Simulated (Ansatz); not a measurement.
# GeH2Si: the cost of one run

Program: Ansatz 0.2.0, Gaussian basis. Level of theory: cc-pVTZ, core rule «outside noble gas», up to 19 orbitals frozen. These are calculated values, not measurements.

To be run: UHF; CCSD(T) on RHF; CCSD(T) on UHF; BCCD(T) on RHF; CCSDT(Q) on RHF; CCSDT(Q) on UHF; CASSCF and NEVPT2, 2 electrons in 2 orbitals; CASSCF and NEVPT2, 10 electrons in 10 orbitals.

## Step 1: The geometry

The geometry derives from a PBE0/def2-TZVP stationary point (not a proven minimum). One bond is set to the value named and the two fragments are kept rigid. No spin-orbit coupling is included. The filled d shell of Ge may be among the frozen orbitals whatever the setting's name suggests.

4 atoms, charge 0, spin multiplicity 1.

Atoms are counted from 1 here; the program's logs count them from 0.

Bond lengths: Si1–Ge2 2.151 Å, Si1–H3 1.691 Å, Ge2–H3 1.746 Å. Angles: Ge2–Si1–H3 52.4°, Si1–Ge2–H3 50.1°, Si1–H3–Ge2 77.4°.

## Step 2: UHF

Input file in.yaml:

```yaml
crystal:
  periodic: [false, false, false]
  atoms:
    - {symbol: Si, position_ang: [0.000000, -0.005784, 1.571254]}
    - {symbol: Ge, position_ang: [0.000000, -0.025716, -0.579339]}
    - {symbol: H, position_ang: [0.000000, 1.324769, 0.527788]}
    - {symbol: H, position_ang: [0.000000, 0.689691, -2.557977]}
basis:
  gaussian: {orbitals: cc-pVTZ}
magnetization: {spin_polarized: true, initial_magnetization: 0}
hamiltonian: {xc: hf}
output: {orbitals: {seedname: orbitals}}
```

Run with:

```console
ansatz run in.yaml --threads 1 --pin off --events-out ev --progress --plain --max-ram 2816MiB --backend cpu
```

What time and memory should one allow on 1 thread of AMD EPYC 7R13, shared host?

About 18 s, with a peak of 0.37 GiB.
